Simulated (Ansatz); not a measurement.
# MoCl+ (nonet): from Hartree-Fock to the top rungs, def2-QZVPP

An exercise on one series of results from a longer session: the logs are not shown, and one member is left open.

Program: Ansatz 0.2.0, Gaussian basis. Level of theory: def2-QZVPP, core rule «outside noble gas», up to 9 orbitals frozen. These are calculated values, not measurements.

The runs, in order: UHF; ROHF; CCSD(T) on UHF.

### What is computed

The geometry is a PBE0/def2-TZVP stationary point (not a proven minimum) of the parent state, kept for this charge and spin. No spin-orbit coupling is included. Elements past krypton take def2 core potentials.

2 atoms, charge 1, spin multiplicity 9.

Atoms are counted from 1 here; the program's logs count them from 0.

Bond lengths: Mo1–Cl2 2.637 Å.

Geometry (Å):

```xyz
2

Mo    0.0000    0.0000    0.0000
Cl    0.0000    0.0000    2.6372
```

Set-up of the first run:

Contents of in.yaml:

```yaml
crystal:
  periodic: [false, false, false]
  atoms:
    - {symbol: Mo, position_ang: [0.000000, 0.000000, 0.000000]}
    - {symbol: Cl, position_ang: [0.000000, 0.000000, 2.637200]}
basis:
  gaussian: {orbitals: "def2-QZVPP.json"}
total_charge: 1
magnetization: {spin_polarized: true, initial_magnetization: 8}
hamiltonian: {xc: hf}
output: {orbitals: {seedname: orbitals}}
```

The run is started by

```console
$ ansatz run in.yaml --threads 1 --pin off --events-out ev --progress --plain --max-ram 4096MiB --backend cpu
```

Among the steps run: UHF; ROHF; CCSD(T) on UHF.

One of the session's tables, all rows but one given; the rest of the session is left out.

| method | from UCCSD(T) (meV) |
| --- | --- |
| ROHF | +7633.2 |
| UHF | +7384.8 |
| UMP2 | ? |
| UCCSD | +258.4 |
| UCCSD(T) | 0 |

Estimate the missing values for UMP2.

**Answer.** from UCCSD(T) (meV): +1070.4. In the column «from UCCSD(T) (meV)» it lies between UCCSD (+258.4) and UHF (+7384.8).
